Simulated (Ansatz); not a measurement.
# Mo3CS6O: the cost of one run

Program: Ansatz 0.2.0. Level of theory: DFT PBE+D3(BJ), scalar-relativistic, plane waves, PAW. These are calculated values, not measurements.

3 further runs of the same task are left out: 3 set aside as unsound or not needed.

## Step 1: The starting structure

The structure is trigonal, space group P3m1 (No. 156). Conventional cell: a = 3.149 Å, b = 3.149 Å, c = 32.222 Å, α = 90.00°, β = 90.00°, γ = 120.00°. S (site symmetry 3m) has 3 Mo at 2.40 Å in its first shell of neighbours. Mo (site symmetry 3m) has 6 S at 2.40 Å in its first shell of neighbours. Only part of the 9 independent sites is listed.

As a file:

```
CELL_PARAMETERS angstrom
3.14935 0.00000 0.00000
-1.57468 2.72742 0.00000
0.00000 0.00000 32.22249
ATOMIC_POSITIONS crystal
S 0.66667 0.33333 0.26379
Mo 0.33333 0.66667 0.31239
S 0.66667 0.33333 0.36098
S 0.33333 0.66667 0.45140
Mo 0.66667 0.33333 0.50000
S 0.33333 0.66667 0.54859
S 0.66667 0.33333 0.63947
Mo 0.33333 0.66667 0.68811
S 0.66667 0.33333 0.73681
```

Planes are indexed in the bulk's conventional cell (P6_3/mmc (No. 194)), a = 3.149 Å, b = 3.149 Å, c = 12.091 Å, α = 90.00°, β = 90.00°, γ = 120.00°.

It is a (001) slab, 15.2 Å thick as cut, with 17 Å of vacuum; its outer planes are S (top) and S (bottom). An earlier relaxation, lower half held, gave -20291.8482 eV, gap on the mesh 1.08 eV, ionisation potential 5.30 eV, electron affinity 4.22 eV.

## Step 2: CO at the top (S) site

input.yaml reads:

```yaml
crystal:
  lattice:
    - [3.1493511224, 0.0, 0.0]
    - [-1.5746755612, 2.7274180774, 0.0]
    - [0.0, 0.0, 35.3724872127]
  atoms:
    - { symbol: S, position: [0.6666666667, 0.3333333333, 0.2402997547] }
    - { symbol: Mo, position: [0.3333333333, 0.6666666667, 0.2845676811] }
    - { symbol: S, position: [0.6666666667, 0.3333333333, 0.3288356075] }
    - { symbol: S, position: [0.3333333333, 0.6666666667, 0.4112059426] }
    - { symbol: Mo, position: [0.6666666667, 0.3333333333, 0.4554706351] }
    - { symbol: S, position: [0.3333333333, 0.6666666667, 0.4997353172] }
    - { symbol: S, position: [0.6666666667, 0.3333333333, 0.5825275302] }
    - { symbol: Mo, position: [0.3333333333, 0.6666666667, 0.6268328784] }
    - { symbol: S, position: [0.6666666667, 0.3333333333, 0.6711926134] }
    - { symbol: C, position: [0.6666666667, 0.3333333333, 0.7237758539] }
    - { symbol: O, position: [0.6666666667, 0.3333333333, 0.7562869972] }
basis:
  ecutwfc: 420
kpoints:
  mp_grid: { grid: [9, 9, 1] }
hamiltonian:
  xc: pbe
  dispersion: d3bj
scf:
  occupations: { method: gaussian, width: 0.05 }
output:
  forces: true
  eigenvalues: true
relax:
  adjacent_minimum: "off"
  f_tol: 0.03
  max_steps: 70
  constraints: [{ sites: [0, 1, 2, 3] }]
efield:
  axis: 3
  dipole_correction: true
  ramp_width: 0.04
```

Launch:

```console
$ ansatz run input.yaml --threads 2 --pin off --max-ram 5120MiB --backend cpu --events-out ev --progress --plain --runs-dir out
```

What time and memory should one allow on 2 threads of Intel Xeon 6975P-C (Granite Rapids), shared host?

About 87 s, with a peak of 0.66 GiB.
